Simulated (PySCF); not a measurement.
# Hg2I2 (Hg2(I)2): the cost of one run

The runs use PySCF 2.14.0; r2SCAN, Hg def2-SVP with ECP60, I def2-SVP with ECP28; scalar-relativistic core potentials, no spin–orbit coupling.

3 further runs of the same task are left out: 2 for a known fault of the program, 1 set aside as unsound or not needed.

## Step 1: Starting geometry

4 atoms, charge 0, spin multiplicity 1.

Bond lengths: Hg2–I3 2.625 Å, Hg2–I4 2.625 Å. Angles: I3–Hg2–I4 175.1°.

As a file:

```mol
Hg2I2
  3D, bonds by distance, orders not assigned

  4  2  0  0  0  0  0  0  0  0999 V2000
    0.0000   -0.0000    2.4902 Hg  0  0
   -0.0000    0.0000   -0.8177 Hg  0  0
    2.6226   -0.0000   -0.9292 I   0  0
   -2.6226    0.0000   -0.9292 I   0  0
  2  3  8  0
  2  4  8  0
M  END
```

Formal oxidation states: Hg +1. An earlier session relaxed this geometry at r2SCAN, Hg def2-SVP with ECP60, I def2-SVP with ECP28 (singlet, point group C2v).

Its energy there is -902.852605 Eh.

## Step 2: Multiplicity 3 at the relaxed geometry

Input file run.py (the lines that set the calculation):

```python
mol = gto.M(atom='''
Hg     0.00000     0.00000     2.49018
Hg     0.00000     0.00000    -0.81768
I      2.62259     0.00000    -0.92917
I     -2.62259     0.00000    -0.92917''',
    basis={'Hg': 'def2-SVP', 'I': 'def2-SVP'},
    ecp={'Hg': 'def2-SVP', 'I': 'def2-SVP'},
    charge=0, spin=2)
mf = dft.UKS(mol, xc='R2SCAN')
mf.grids.atom_grid = (50, 194)
mf = mf.density_fit()  # fitting sets: Hg def2-universal-JKFIT, I def2-universal-JKFIT
mf.conv_tol = 1e-08; mf.max_cycle = 55
mf.kernel(dm0)  # dm0: free metal ions and neutral atoms
```

Run with:

```sh
> OMP_NUM_THREADS=2 python run.py
```

**Question.** How long does this run take on 2 threads of Arm Neoverse V2, shared host?

About 74 s.
